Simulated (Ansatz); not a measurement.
# Rh: the cost of one run

Method: DFT PBEsol, scalar-relativistic, plane waves, PAW, in Ansatz 0.2.0.

## 1. Starting point

Symmetry: P6_3/mmc, No. 194, hexagonal system. Conventional cell: a = 2.731 Å, b = 2.731 Å, c = 4.428 Å, α = 90.00°, β = 90.00°, γ = 120.00°. Rh (site symmetry -6m2) is surrounded by 12 Rh at 2.72 to 2.73 Å.

Structure file:

```cif
data_structure
_symmetry_space_group_name_H-M 'P6_3/mmc'
_symmetry_Int_Tables_number 194
_cell_length_a 2.7310
_cell_length_b 2.7310
_cell_length_c 4.4285
_cell_angle_alpha 90.000
_cell_angle_beta 90.000
_cell_angle_gamma 120.000
_cell_volume 28.60
loop_
_atom_site_label
_atom_site_type_symbol
_atom_site_symmetry_multiplicity
_atom_site_Wyckoff_symbol
_atom_site_fract_x
_atom_site_fract_y
_atom_site_fract_z
_atom_site_occupancy
Rh1 Rh 2 c 0.66667 0.33333 0.75000 1
```

This is candidate A: structure listed in a database for this formula (P6_3/mmc, No. 194).

(A quick probe on a coarse mesh, which set the mesh and smearing, is not shown.)

## 3. A loose first relaxation (candidate A)

The input, input.yaml:

```yaml
crystal:
  lattice:
    - [2.7309790422, 0.0, 0.0]
    - [-1.3654895211, 2.3650972278, 0.0]
    - [0.0, 0.0, 4.428489]
  atoms:
    - { symbol: Rh, position: [0.66666667, 0.33333333, 0.75] }
    - { symbol: Rh, position: [0.33333333, 0.66666667, 0.25] }
basis:
  ecutwfc: 420
kpoints:
  mp_grid: { grid: [9, 9, 4] }
hamiltonian:
  xc: pbesol
scf:
  occupations: { method: gaussian, width: 0.1 }
  lower_state_search: "off"
output:
  forces: true
  stress: true
  eigenvalues: true
relax:
  adjacent_minimum: "off"
  f_tol: 0.04
  max_steps: 70
  cell: { stress_tol: 0.4 }
```

What time and memory should one allow on 1 thread of an Arm CPU, shared host?

About 6.8 s, with a peak of 0.29 GiB.
